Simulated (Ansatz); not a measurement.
Crystal: ZnHgO2.

```xyz
4
Lattice="4.0092 0.0000 0.0000 0.0000 4.0092 0.0000 0.0000 0.0000 3.3046" Properties=species:S:1:pos:R:3 pbc="T T T"
Zn    0.0000    0.0000    0.0000
Hg    2.0046    2.0046    1.6523
O     2.0046    0.0000    0.0000
O     0.0000    2.0046    0.0000
```

The cell was built by a generator and needn't be a form met in nature.

| Property | Result |
| --- | --- |
| Program | Ansatz 0.2.0 |
| Task | relaxation of cell and atoms |
| Functional | RPBE |
| Potentials or basis | Ansatz PAW |
| Cutoff | 420 eV (not typed: the program's choice for these potentials) |
| k mesh | 5 × 5 × 6 |
| Occupations | fermi-dirac, width 0.05 eV |
| Spin | no spin polarisation |

At the start: volume 13.28 Å³/atom.

Problem. Where does the relaxation end?

Solution. It ends after 7 steps and the volume is 13.82 Å³/atom (+4.1 %); space group P4/mmm (No. 123, to 0.05 Å).

The path:
| step | energy change (eV) | largest force (eV/Å) | volume (Å³) |
| --- | --- | --- | --- |
| 1 | 0.0000 | 0.0000 | 53.12 |
| 2 | -0.0101 | 0.0000 | 55.78 |
| 3 | -0.0189 | 0.0000 | 55.18 |
| 4 | -0.0191 | 0.0000 | 55.15 |
| 5 | -0.0268 | 0.0000 | 55.15 |
| 6 | -0.0265 | 0.0000 | 55.28 |
| 7 | -0.0269 | 0.0000 | 55.28 |

Final structure:
```cif
data_structure
_symmetry_space_group_name_H-M 'P 1'
_symmetry_Int_Tables_number 1
_cell_length_a 4.0521
_cell_length_b 4.0521
_cell_length_c 3.3669
_cell_angle_alpha 90.000
_cell_angle_beta 90.000
_cell_angle_gamma 90.000
_cell_volume 55.28
loop_
_atom_site_label
_atom_site_type_symbol
_atom_site_fract_x
_atom_site_fract_y
_atom_site_fract_z
_atom_site_occupancy
Zn1 Zn 0.00000 0.00000 0.00000 1
Hg1 Hg 0.50000 0.50000 0.50000 1
O1 O 0.50000 0.00000 0.00000 1
O2 O 0.00000 0.50000 0.00000 1
```

Caveat: the plane-wave basis is chosen anew once the cell has moved, so the energies of steps on either side of that aren't comparable; the pressure holds a Pulay correction of +0.5 GPa for the finite cutoff; the PAW data sets come from PBE, with cores solved anew for the run's functional, which leaves a small shift of forces and pressure.
